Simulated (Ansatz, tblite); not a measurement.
# Phenacyltetrahydrothiophenium tetrafluoroborate (C₁₂H₁₅BF₄OS): a ladder of methods and basis sets, part 2 of 2

Aim: run the singlet of phenacyltetrahydrothiophenium tetrafluoroborate (C₁₂H₁₅BF₄OS) at one geometry on many levels, and compare frontier levels, spin and run time.

Ansatz 0.2.0, Gaussian basis; as each input shows. Earlier steps stand in the parts before.

## (10) LC-ωPBE(0.15)/def2-SVP

in.yaml reads:

```yaml
crystal:
  periodic: [false, false, false]
  atoms:
    - {symbol: F, position_ang: [-3.219029, 2.164946, -0.396286]}
    - {symbol: B, position_ang: [-4.628050, 1.785660, -0.267838]}
    - {symbol: F, position_ang: [-4.930011, 0.958254, -1.376107]}
    - {symbol: F, position_ang: [-4.730217, 1.014652, 0.916671]}
    - {symbol: F, position_ang: [-5.403297, 2.918990, -0.231546]}
    - {symbol: O, position_ang: [1.301117, 1.693453, 0.234474]}
    - {symbol: C, position_ang: [1.420857, 0.515914, 0.561447]}
    - {symbol: C, position_ang: [0.194647, -0.395517, 0.501747]}
    - {symbol: S, position_ang: [-1.295073, 0.642740, 0.191010]}
    - {symbol: C, position_ang: [-2.506152, -0.724735, -0.088556]}
    - {symbol: C, position_ang: [-2.389508, -1.099604, -1.567054]}
    - {symbol: C, position_ang: [-2.144969, 0.197442, -2.349128]}
    - {symbol: C, position_ang: [-1.079247, 1.015187, -1.613822]}
    - {symbol: C, position_ang: [2.716270, -0.063404, 1.009687]}
    - {symbol: C, position_ang: [3.832367, 0.800378, 1.079464]}
    - {symbol: C, position_ang: [5.074838, 0.312192, 1.492986]}
    - {symbol: C, position_ang: [5.217275, -1.043647, 1.838486]}
    - {symbol: C, position_ang: [4.114466, -1.910591, 1.769565]}
    - {symbol: C, position_ang: [2.867143, -1.424083, 1.358259]}
    - {symbol: H, position_ang: [0.019878, -0.907449, 1.470224]}
    - {symbol: H, position_ang: [0.299965, -1.175420, -0.281177]}
    - {symbol: H, position_ang: [-2.257988, -1.537083, 0.621720]}
    - {symbol: H, position_ang: [-3.483168, -0.278179, 0.193695]}
    - {symbol: H, position_ang: [-1.567274, -1.832461, -1.724883]}
    - {symbol: H, position_ang: [-3.333194, -1.582072, -1.891470]}
    - {symbol: H, position_ang: [-3.090602, 0.771080, -2.371179]}
    - {symbol: H, position_ang: [-1.813324, -0.001392, -3.388409]}
    - {symbol: H, position_ang: [-0.034825, 0.747323, -1.862470]}
    - {symbol: H, position_ang: [-1.218698, 2.107136, -1.695352]}
    - {symbol: H, position_ang: [3.689026, 1.855167, 0.802243]}
    - {symbol: H, position_ang: [5.940674, 0.988781, 1.548722]}
    - {symbol: H, position_ang: [6.195703, -1.427721, 2.164866]}
    - {symbol: H, position_ang: [4.228093, -2.970944, 2.039987]}
    - {symbol: H, position_ang: [2.012336, -2.114982, 1.310044]}
basis:
  gaussian: {orbitals: def2-SVP, initial_orbitals: start.molden}
hamiltonian: {xc: {name: LC-wPBE, parameters: {omega: 0.15/bohr}}}
scf: {omitted_lower_state_checks: [starts]}
output: {orbitals: {seedname: orbitals}}
```

Launch:

```console
> ansatz run in.yaml --threads 2 --pin off --events-out ev --progress --plain --max-ram 31744MiB --backend cuda --devices 0, --max-vram 18GiB
```

What it wrote:

```text
Functional definition: LC-wPBE
  name "LC-wPBE"
  cite "Vydrov & Scuseria, J. Chem. Phys. 125, 234109 (2006) doi:10.1063/1.2409292"
  cite "Heyd & Scuseria, J. Chem. Phys. 120, 7274 (2004) doi:10.1063/1.1668634"
  cite "Ernzerhof & Perdew, J. Chem. Phys. 109, 3313 (1998) doi:10.1063/1.476928"
  cite "Perdew, Burke & Ernzerhof, Phys. Rev. Lett. 77, 3865 (1996) doi:10.1103/PhysRevLett.77.3865"
  parent pbe
  parameter omega = 0.4/bohr
  exchange = pbe_x_sr(omega) + exact_x_lr(omega)
  correlation = pbe_c
  with omega = 0.15/bohr from the input
these checks for a lower state are left out or cut short: starts
3860 factors; their error is unknown
375 factors; integrals over basis functions are off by at most 4.2e-7 eV
mean field evaluation 1: about -37069.2689 eV, gradient 1.7e1 eV
mean field evaluation 2: about -37069.9970 eV, gradient 5.2e-1 eV
mean field evaluation 4: about -37069.7970 eV, gradient 2.0e-3 eV
mean field -37069.79703220 eV, -1362.2899141225 hartree, gradient 2.7e-5 eV, S^2 0.000000; 0 other end points of the search recorded, 0 dependent functions left out
reference -37069.79703229 eV, -1362.2899141257 hartree; 76, 76 occupied and 269, 269 virtual orbitals, 3860 factors
Total energy: -37069.79703229 eV, -1362.2899141257 hartree
Checks for a lower state left out: starts
```

Wall time 2.7 s (1 × H100 (card shared with other runs) with 2 threads of AMD EPYC 7R13, shared host).

Report: HOMO -8.53 eV, LUMO -1.82 eV.

## (11) LC-ωPBE(0.20)/def2-SVP

Changes to in.yaml since step 10:

```diff
@@ -39,3 +39,3 @@
   gaussian: {orbitals: def2-SVP, initial_orbitals: start.molden}
-hamiltonian: {xc: {name: LC-wPBE, parameters: {omega: 0.15/bohr}}}
+hamiltonian: {xc: {name: LC-wPBE, parameters: {omega: 0.2/bohr}}}
 scf: {omitted_lower_state_checks: [starts]}
```

Same command.

What it wrote:

```text
Functional definition: LC-wPBE
  name "LC-wPBE"
  cite "Vydrov & Scuseria, J. Chem. Phys. 125, 234109 (2006) doi:10.1063/1.2409292"
  cite "Heyd & Scuseria, J. Chem. Phys. 120, 7274 (2004) doi:10.1063/1.1668634"
  cite "Ernzerhof & Perdew, J. Chem. Phys. 109, 3313 (1998) doi:10.1063/1.476928"
  cite "Perdew, Burke & Ernzerhof, Phys. Rev. Lett. 77, 3865 (1996) doi:10.1103/PhysRevLett.77.3865"
  parent pbe
  parameter omega = 0.4/bohr
  exchange = pbe_x_sr(omega) + exact_x_lr(omega)
  correlation = pbe_c
  with omega = 0.2/bohr from the input
these checks for a lower state are left out or cut short: starts
3860 factors; their error is unknown
574 factors; integrals over basis functions are off by at most 1.4e-6 eV
mean field evaluation 1: about -37071.0853 eV, gradient 1.7e1 eV
mean field evaluation 2: about -37071.8081 eV, gradient 5.1e-1 eV
mean field evaluation 4: about -37071.6054 eV, gradient 1.8e-3 eV
mean field -37071.60536372 eV, -1362.3563690802 hartree, gradient 1.3e-5 eV, S^2 0.000000; 0 other end points of the search recorded, 0 dependent functions left out
reference -37071.60536377 eV, -1362.3563690820 hartree; 76, 76 occupied and 269, 269 virtual orbitals, 3860 factors
Total energy: -37071.60536377 eV, -1362.3563690820 hartree
Checks for a lower state left out: starts
```

Wall time 2.9 s (1 × H100 (card shared with other runs) with 2 threads of AMD EPYC 7R13, shared host).

Report: HOMO -9.17 eV, LUMO -1.45 eV.

## (12) LC-ωPBE(0.30)/def2-SVP

Changes to in.yaml since step 11:

```diff
@@ -39,3 +39,3 @@
   gaussian: {orbitals: def2-SVP, initial_orbitals: start.molden}
-hamiltonian: {xc: {name: LC-wPBE, parameters: {omega: 0.2/bohr}}}
+hamiltonian: {xc: {name: LC-wPBE, parameters: {omega: 0.3/bohr}}}
 scf: {omitted_lower_state_checks: [starts]}
```

The command is unchanged.

What it wrote:

```text
Functional definition: LC-wPBE
  name "LC-wPBE"
  cite "Vydrov & Scuseria, J. Chem. Phys. 125, 234109 (2006) doi:10.1063/1.2409292"
  cite "Heyd & Scuseria, J. Chem. Phys. 120, 7274 (2004) doi:10.1063/1.1668634"
  cite "Ernzerhof & Perdew, J. Chem. Phys. 109, 3313 (1998) doi:10.1063/1.476928"
  cite "Perdew, Burke & Ernzerhof, Phys. Rev. Lett. 77, 3865 (1996) doi:10.1103/PhysRevLett.77.3865"
  parent pbe
  parameter omega = 0.4/bohr
  exchange = pbe_x_sr(omega) + exact_x_lr(omega)
  correlation = pbe_c
  with omega = 0.3/bohr from the input
these checks for a lower state are left out or cut short: starts
3860 factors; their error is unknown
855 factors; integrals over basis functions are off by at most 9.4e-6 eV
mean field evaluation 1: about -37074.6255 eV, gradient 1.7e1 eV
mean field evaluation 2: about -37075.4099 eV, gradient 6.1e-1 eV
mean field evaluation 4: about -37075.1990 eV, gradient 5.6e-1 eV
mean field evaluation 8: about -37075.1997 eV, gradient 1.4e-5 eV
mean field -37075.19967006 eV, -1362.4884574016 hartree, gradient 1.4e-5 eV, S^2 0.000000; 0 other end points of the search recorded, 0 dependent functions left out
reference -37075.19967008 eV, -1362.4884574024 hartree; 76, 76 occupied and 269, 269 virtual orbitals, 3860 factors
Total energy: -37075.19967008 eV, -1362.4884574024 hartree
Checks for a lower state left out: starts
```

It took 2.8 s on 1 × H100 (card shared with other runs) with 2 threads of AMD EPYC 7R13, shared host.

Report: HOMO -10.33 eV, LUMO -0.98 eV.

## (13) PBE-D4/def2-SVP

Changes to in.yaml since step 12:

```diff
@@ -39,3 +39,3 @@
   gaussian: {orbitals: def2-SVP, initial_orbitals: start.molden}
-hamiltonian: {xc: {name: LC-wPBE, parameters: {omega: 0.3/bohr}}}
+hamiltonian: {xc: pbe, dispersion: d4}
 scf: {omitted_lower_state_checks: [starts]}
```

Launched as before.

What it wrote:

```text
Functional definition: PBE
  name "PBE"
  cite "Perdew, Burke & Ernzerhof, Phys. Rev. Lett. 77, 3865 (1996) doi:10.1103/PhysRevLett.77.3865"
  parent pbe
  parameter kappa = 0.804
  parameter beta = 0.06672455060314922
  exchange = pbe_x(kappa = kappa, mu = beta*pi^2/3)
  correlation = pbe_c(beta = beta)
these checks for a lower state are left out or cut short: starts
3860 factors; their error is unknown
mean field evaluation 1: about -37062.0866 eV, gradient 1.7e1 eV
mean field evaluation 2: about -37062.8292 eV, gradient 5.5e-1 eV
mean field evaluation 4: about -37062.6009 eV, gradient 2.5e-3 eV
mean field -37062.60086650 eV, -1362.0254599106 hartree, gradient 1.4e-5 eV, S^2 0.000000; 0 other end points of the search recorded, 0 dependent functions left out
reference -37062.60092856 eV, -1362.0254621915 hartree; 76, 76 occupied and 269, 269 virtual orbitals, 3860 factors
Total energy: -37063.75579948 eV, -1362.0679029149 hartree
Checks for a lower state left out: starts
```

Run time: 2.4 s. Hardware: 1 × H100 (card shared with other runs) with 2 threads of AMD EPYC 7R13, shared host.

Report: HOMO -6.32 eV, LUMO -3.69 eV.

## (14) PBE0-D4/def2-SVP

Changes to in.yaml since step 13:

```diff
@@ -39,3 +39,3 @@
   gaussian: {orbitals: def2-SVP, initial_orbitals: start.molden}
-hamiltonian: {xc: pbe, dispersion: d4}
+hamiltonian: {xc: pbe0, dispersion: d4}
 scf: {omitted_lower_state_checks: [starts]}
```

Same command.

What it wrote:

```text
Functional definition: PBE0
  name "PBE0"
  cite "Adamo & Barone, J. Chem. Phys. 110, 6158 (1999) doi:10.1063/1.478522"
  cite "Perdew, Burke & Ernzerhof, Phys. Rev. Lett. 77, 3865 (1996) doi:10.1103/PhysRevLett.77.3865"
  parent pbe
  parameter a = 0.25
  parameter kappa = 0.804
  parameter beta = 0.06672455060314922
  exchange = (1 - a)*pbe_x(kappa = kappa, mu = beta*pi^2/3) + a*exact_x
  correlation = pbe_c(beta = beta)
these checks for a lower state are left out or cut short: starts
3863 factors; their error is unknown
mean field evaluation 1: about -37064.7444 eV, gradient 1.5e1 eV
mean field evaluation 2: about -37065.2182 eV, gradient 3.3e-1 eV
mean field evaluation 4: about -37065.2325 eV, gradient 9.2e-4 eV
mean field -37065.23245001 eV, -1362.1221688211 hartree, gradient 1.9e-5 eV, S^2 0.000000; 0 other end points of the search recorded, 0 dependent functions left out
reference -37065.23249831 eV, -1362.1221705959 hartree; 76, 76 occupied and 269, 269 virtual orbitals, 3863 factors
Total energy: -37066.22456743 eV, -1362.1586284635 hartree
Checks for a lower state left out: starts
```

Run time: 2.5 s. Hardware: 1 × H100 (card shared with other runs) with 2 threads of AMD EPYC 7R13, shared host.

From the report: HOMO -8.44 eV, LUMO -2.86 eV.

## (15) HF/STO-3G

Changes to in.yaml since step 14:

```diff
@@ -38,4 +38,4 @@
 basis:
-  gaussian: {orbitals: def2-SVP, initial_orbitals: start.molden}
-hamiltonian: {xc: pbe0, dispersion: d4}
+  gaussian: {orbitals: STO-3G}
+hamiltonian: {xc: hf}
 scf: {omitted_lower_state_checks: [starts]}
```

The command is unchanged.

What it wrote:

```text
Functional definition: HF
  name "HF"
  cite "Fock, Z. Phys. 61, 126 (1930) doi:10.1007/BF01340294"
  parent pbe
  exchange = exact_x
  correlation = 0
these checks for a lower state are left out or cut short: starts
1625 factors; integrals over basis functions are off by at most 5.9e-5 eV
mean field evaluation 1: about -36484.9859 eV, gradient 5.4e1 eV
mean field evaluation 2: about -36485.9057 eV, gradient 5.4e1 eV
mean field evaluation 4: about -36496.3210 eV, gradient 6.4e0 eV
mean field evaluation 8: about -36496.5012 eV, gradient 8.3e-2 eV
mean field -36496.50123640 eV, -1341.2216822206 hartree, gradient 4.7e-5 eV, S^2 0.000000; 0 other end points of the search recorded, 0 dependent functions left out
reference -36496.50123640 eV, -1341.2216822206 hartree; 76, 76 occupied and 38, 38 virtual orbitals, 1625 factors
Total energy: -36496.50123640 eV, -1341.2216822206 hartree
Checks for a lower state left out: starts
```

Run time: 1.6 s. Hardware: 1 × H100 (card shared with other runs) with 2 threads of AMD EPYC 7R13, shared host.

Report: HOMO -6.83 eV, LUMO 4.27 eV.

## (16) HF/6-31G

Changes to in.yaml since step 15:

```diff
@@ -38,3 +38,3 @@
 basis:
-  gaussian: {orbitals: STO-3G}
+  gaussian: {orbitals: 6-31G}
 hamiltonian: {xc: hf}
```

The command is unchanged.

What it wrote:

```text
Functional definition: HF
  name "HF"
  cite "Fock, Z. Phys. 61, 126 (1930) doi:10.1007/BF01340294"
  parent pbe
  exchange = exact_x
  correlation = 0
these checks for a lower state are left out or cut short: starts
2645 factors; integrals over basis functions are off by at most 2.3e-4 eV
mean field evaluation 1: about -36937.0113 eV, gradient 6.4e1 eV
mean field evaluation 2: about -36937.0259 eV, gradient 6.4e1 eV
mean field evaluation 4: about -36947.0920 eV, gradient 8.8e0 eV
mean field evaluation 8: about -36947.3136 eV, gradient 5.7e-1 eV
mean field -36947.31656318 eV, -1357.7888399061 hartree, gradient 5.4e-5 eV, S^2 0.000000; 0 other end points of the search recorded, 0 dependent functions left out
reference -36947.31656318 eV, -1357.7888399061 hartree; 76, 76 occupied and 129, 129 virtual orbitals, 2645 factors
Total energy: -36947.31656318 eV, -1357.7888399061 hartree
Checks for a lower state left out: starts
```

Wall time 1.7 s (1 × H100 (card shared with other runs) with 2 threads of AMD EPYC 7R13, shared host).

From the report: HOMO -10.28 eV, LUMO 0.91 eV.

## (17) B3LYP-D4/6-31G

Changes to in.yaml since step 16:

```diff
@@ -39,3 +39,3 @@
   gaussian: {orbitals: 6-31G}
-hamiltonian: {xc: hf}
+hamiltonian: {xc: {name: B3LYP}, dispersion: d4}
 scf: {omitted_lower_state_checks: [starts]}
```

The command is unchanged.

What it wrote:

```text
Functional definition: B3LYP
  name "B3LYP"
  cite "Stephens, Devlin, Chabalowski & Frisch, J. Phys. Chem. 98, 11623 (1994) doi:10.1021/j100096a001"
  cite "Becke, Phys. Rev. A 38, 3098 (1988) doi:10.1103/PhysRevA.38.3098"
  cite "Lee, Yang & Parr, Phys. Rev. B 37, 785 (1988) doi:10.1103/PhysRevB.37.785"
  cite "Vosko, Wilk & Nusair, Can. J. Phys. 58, 1200 (1980) doi:10.1139/p80-159"
  parameter a0 = 0.2
  parameter ax = 0.72
  parameter ac = 0.81
  exchange = (1 - a0 - ax)*slater_x + ax*b88_x + a0*exact_x
  correlation = (1 - ac)*vwn_rpa_c + ac*lyp_c
these checks for a lower state are left out or cut short: starts
2645 factors; integrals over basis functions are off by at most 2.3e-4 eV
mean field evaluation 1: about -37093.8415 eV, gradient 9.4e1 eV
mean field evaluation 2: about -37077.9686 eV, gradient 1.3e2 eV
mean field evaluation 4: about -37112.0799 eV, gradient 7.2e0 eV
mean field evaluation 8: about -37112.7957 eV, gradient 1.2e0 eV
mean field evaluation 16: about -37112.7997 eV, gradient 6.0e-4 eV
mean field -37112.79972744 eV, -1363.8702340243 hartree, gradient 5.9e-6 eV, S^2 0.000000; 0 other end points of the search recorded, 0 dependent functions left out
reference -37112.80009361 eV, -1363.8702474806 hartree; 76, 76 occupied and 129, 129 virtual orbitals, 2645 factors
Total energy: -37114.61855435 eV, -1363.9370746802 hartree
Checks for a lower state left out: starts
```

It took 2.4 s on 1 × H100 (card shared with other runs) with 2 threads of AMD EPYC 7R13, shared host.

From the report: HOMO -8.03 eV, LUMO -2.85 eV.

## (18) MP2/def2-SVP

Changes to in.yaml since step 17:

```diff
@@ -38,4 +38,4 @@
 basis:
-  gaussian: {orbitals: 6-31G}
-hamiltonian: {xc: {name: B3LYP}, dispersion: d4}
+  gaussian: {orbitals: def2-SVP, initial_orbitals: start.molden}
+correlation: {method: mp2}
 scf: {omitted_lower_state_checks: [starts]}
```

The command is unchanged.

What it wrote:

```text
Functional definition: HF
  name "HF"
  cite "Fock, Z. Phys. 61, 126 (1930) doi:10.1007/BF01340294"
  parent pbe
  exchange = exact_x
  correlation = 0
these checks for a lower state are left out or cut short: starts
3480 factors; integrals over basis functions are off by at most 1.2e-3 eV
mean field evaluation 1: about -36930.8627 eV, gradient 4.1e1 eV
mean field evaluation 2: about -36933.7355 eV, gradient 2.4e0 eV
mean field evaluation 4: about -36934.2762 eV, gradient 1.1e0 eV
mean field evaluation 8: about -36934.2786 eV, gradient 9.9e-5 eV
mean field -36934.27859158 eV, -1357.3097032876 hartree, gradient 2.4e-6 eV, S^2 0.000000; 0 other end points of the search recorded, 0 dependent functions left out; unrestricted orbitals would lower it
23 core orbitals not correlated: weight in the atoms' cores, before any rotation towards them, 1.000 or more for the frozen orbitals, at most 0.000 for the correlated occupied ones
reference -36934.27859158 eV, -1357.3097032876 hartree; 53, 53 occupied and 269, 269 virtual orbitals, 3480 factors
second order -75.16566904 eV of doubles, -0.00000000 eV of singles
Total energy: -37009.44426063 eV, -1360.0719906757 hartree
Checks for a lower state left out: starts
```

It took 2.6 s on 1 × H100 (card shared with other runs) with 2 threads of AMD EPYC 7R13, shared host.

Hartree-Fock HOMO -10.35 eV, LUMO 0.82 eV. Doubts: restricted state is unstable towards broken spin symmetry.

## (19) RPA/def2-SVP

Changes to in.yaml since step 18:

```diff
@@ -39,4 +39,4 @@
   gaussian: {orbitals: def2-SVP, initial_orbitals: start.molden}
-correlation: {method: mp2}
+hamiltonian: {xc: pbe}
+correlation: {method: rpa}
 scf: {omitted_lower_state_checks: [starts]}
-output: {orbitals: {seedname: orbitals}}
```

The command is unchanged.

What it wrote:

```text
Functional definition: PBE
  name "PBE"
  cite "Perdew, Burke & Ernzerhof, Phys. Rev. Lett. 77, 3865 (1996) doi:10.1103/PhysRevLett.77.3865"
  parent pbe
  parameter kappa = 0.804
  parameter beta = 0.06672455060314922
  exchange = pbe_x(kappa = kappa, mu = beta*pi^2/3)
  correlation = pbe_c(beta = beta)
these checks for a lower state are left out or cut short: starts
3480 factors; integrals over basis functions are off by at most 1.2e-3 eV
mean field evaluation 1: about -37061.8798 eV, gradient 1.7e1 eV
mean field evaluation 2: about -37062.6285 eV, gradient 5.5e-1 eV
mean field evaluation 4: about -37062.6008 eV, gradient 2.0e-3 eV
mean field -37062.60079028 eV, -1362.0254571098 hartree, gradient 2.4e-6 eV, S^2 0.000000; 0 other end points of the search recorded, 0 dependent functions left out
23 core orbitals not correlated: weight in the atoms' cores, before any rotation towards them, 1.000 or more for the frozen orbitals, at most 0.000 for the correlated occupied ones
reference -36929.85976188 eV, -1357.1473142909 hartree; 53, 53 occupied and 269, 269 virtual orbitals, 3480 factors
Total energy: -37045.88288254 eV, -1361.4110853319 hartree
Checks for a lower state left out: starts
```

It took 3.9 s on 1 × H100 (card shared with other runs) with 2 threads of AMD EPYC 7R13, shared host; peak host memory 1.7 GiB.

## (20) Levels side by side

```csv
level,functions,HOMO (eV),LUMO (eV),gap (eV),time
HF/STO-3G,114,-6.83,4.27,11.10,1.6 s
HF/6-31G,205,-10.28,0.91,11.19,1.7 s
HF/def2-TZVP,685,-10.28,0.74,11.03,4.3 s
LDA/def2-TZVP,685,-7.12,-4.05,3.07,2.9 s
PBE-D4/def2-SVP,345,-6.32,-3.69,2.63,2.4 s
PBE-D4/def2-TZVP,685,-6.81,-3.80,3.02,4.1 s
r2SCAN-D4/def2-TZVP,685,-7.30,-3.69,3.61,3.6 s
r2SCANh-D4/def2-TZVP,685,-8.00,-3.36,4.64,4.4 s
B3LYP-D4/6-31G,205,-8.03,-2.85,5.17,2.4 s
PBE0-D4/def2-SVP,345,-8.44,-2.86,5.58,2.5 s
PBE0-D4/def2-TZVP,685,-8.44,-2.92,5.52,2.9 s
LC-ωPBE(0.10)/def2-SVP,345,-7.83,-2.31,5.52,3.1 s
LC-ωPBE(0.15)/def2-SVP,345,-8.53,-1.82,6.71,2.7 s
LC-ωPBE(0.20)/def2-SVP,345,-9.17,-1.45,7.73,2.9 s
LC-ωPBE(0.30)/def2-SVP,345,-10.33,-0.98,9.35,2.8 s
```

Energy pieces by basis (eV):

```csv
basis,HF,MP2 correlation,total
def2-SVP,-36934.2786,-75.1657,-37009.4443 (MP2)
```

## (21) Binding energy

Free atoms were run apart at each level; binding is atoms less cluster, divided by the number of atoms, without zero-point or spin-orbit terms.

```csv
level,binding an atom (eV)
HF/STO-3G,3.852
HF/6-31G,3.175
HF/def2-SVP,3.485
HF/def2-TZVP,3.408
LDA/def2-TZVP,5.422
PBE-D4/def2-SVP,4.896
PBE-D4/def2-TZVP,4.822
r2SCAN-D4/def2-TZVP,4.696
r2SCANh-D4/def2-TZVP,4.661
B3LYP-D4/6-31G,4.516
PBE0-D4/def2-SVP,4.784
PBE0-D4/def2-TZVP,4.715
MP2/def2-SVP,4.596
```

## (22) Outcome

The summary covers parts 1 to 2.

| quantity | value |
| --- | --- |
| gap in def2-TZVP, named functionals and Hartree-Fock, smallest and largest | 3.02 eV (PBE-D4), 11.03 eV (HF) |
| gap over the ω (1/bohr) | 5.52 eV at 0.1, 9.35 eV at 0.3 |
| correlation energy, MP2/def2-SVP | -75.17 eV |
| binding an atom, functionals in def2-TZVP | 4.66 (r2SCANh-D4) to 5.42 eV (LDA) |
| PBE0 total energy, smallest basis above largest | 33.40 eV (def2-SVP, def2-TZVP) |

In words: Over the named functionals and Hartree-Fock in def2-TZVP the gap runs from 3.02 eV (PBE-D4) to 11.03 eV (HF); exact exchange widens it. Raising the ω (1/bohr) from 0.1 to 0.3 moves the HOMO by -2.50 eV and the LUMO by +1.34 eV.

The slowest run with a step of its own, r2SCANh-D4/def2-TZVP, took 4.4 s; the quickest functional in def2-TZVP took 2.9 s (shared host).
